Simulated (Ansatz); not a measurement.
**C3H5NSi: how energies converge with the basis set**

One table from this session's results is given with a row withheld; the runs are named, their logs left out.

Computed with Ansatz 0.2.0, Gaussian basis. Level: one geometry, several basis sets.

The runs, in order: PBE0-D4/def2-SVP; ωB97M-V/def2-SVP; PBE0-D4/def2-QZVPP; ωB97M-V/def2-QZVPP; the functionals' def2-TZVPP values are taken from earlier runs.

### The relaxed structure

The geometry comes from an earlier relaxation with PBE0-D4 in a triple-zeta def2 set; it is a stationary point, not always the lowest conformer.

SMILES `[SiH3]/C=C1C=N\1`, 10 atoms, charge 0, spin multiplicity 1.

Atoms are counted from 1 here; the program's logs count them from 0.

Bond lengths: Si1–C2 1.844 Å, Si1–H6 1.489 Å, Si1–H7 1.489 Å, Si1–H8 1.489 Å, C2–C3 1.322 Å, C2–H9 1.087 Å, C3–C4 1.386 Å, C3–N5 1.437 Å, C4–N5 1.277 Å, C4–H10 1.083 Å. Angles: C2–Si1–H6 111.8°, C2–Si1–H7 111.8°, C2–Si1–H8 108.7°, H6–Si1–H7 107.1°, H6–Si1–H8 108.7°, H7–Si1–H8 108.7°, Si1–C2–C3 121.4°, Si1–C2–H9 121.4°, C3–C2–H9 117.2°, C2–C3–C4 160.4°, C2–C3–N5 145.8°, C4–C3–N5 53.8°, C3–C4–N5 65.2°, C3–C4–H10 156.8°, N5–C4–H10 138.0°, C3–N5–C4 61.1°.

Set-up of the first run:

File in.yaml:

```yaml
crystal:
  periodic: [false, false, false]
  atoms:
    - {symbol: Si, position_ang: [-1.568211, -0.445728, 0.227620]}
    - {symbol: C, position_ang: [0.177717, -0.333705, 0.811544]}
    - {symbol: C, position_ang: [1.122663, 0.206922, 0.060680]}
    - {symbol: C, position_ang: [1.742758, 0.823516, -1.014062]}
    - {symbol: N, position_ang: [2.515129, 0.548628, -0.034986]}
    - {symbol: H, position_ang: [-2.500949, 0.282287, 1.131612]}
    - {symbol: H, position_ang: [-2.038826, -1.856792, 0.158861]}
    - {symbol: H, position_ang: [-1.655749, 0.153477, -1.132147]}
    - {symbol: H, position_ang: [0.473151, -0.709560, 1.787523]}
    - {symbol: H, position_ang: [1.815417, 1.279853, -1.993744]}
basis:
  gaussian: {orbitals: def2-SVP}
hamiltonian: {xc: pbe0, dispersion: d4}
output: {orbitals: {seedname: orbitals}}
```

Run with:

```
$ ansatz run in.yaml --threads 2 --pin off --events-out ev --progress --plain --max-ram 4352MiB
```

Among the steps run: PBE0-D4 in def2-SVP; ωB97M-V in def2-SVP; PBE0-D4 in def2-QZVPP; ωB97M-V in def2-QZVPP.

One of the session's tables, all rows but one given; the rest of the session is left out.

It belongs to the step «Density functionals: the series». 

```
functional       basis  HOMO (eV)
   PBE0-D4    def2-SVP      -7.07
   PBE0-D4  def2-TZVPP          ?
   PBE0-D4  def2-QZVPP      -7.11
   ωB97M-V    def2-SVP      -9.18
   ωB97M-V  def2-TZVPP      -9.23
   ωB97M-V  def2-QZVPP      -9.25
```

Estimate the missing values for PBE0-D4, def2-TZVPP.

As computed: HOMO (eV): -7.09. In the column «HOMO (eV)» it lies between PBE0-D4, def2-QZVPP (-7.11) and PBE0-D4, def2-SVP (-7.07).
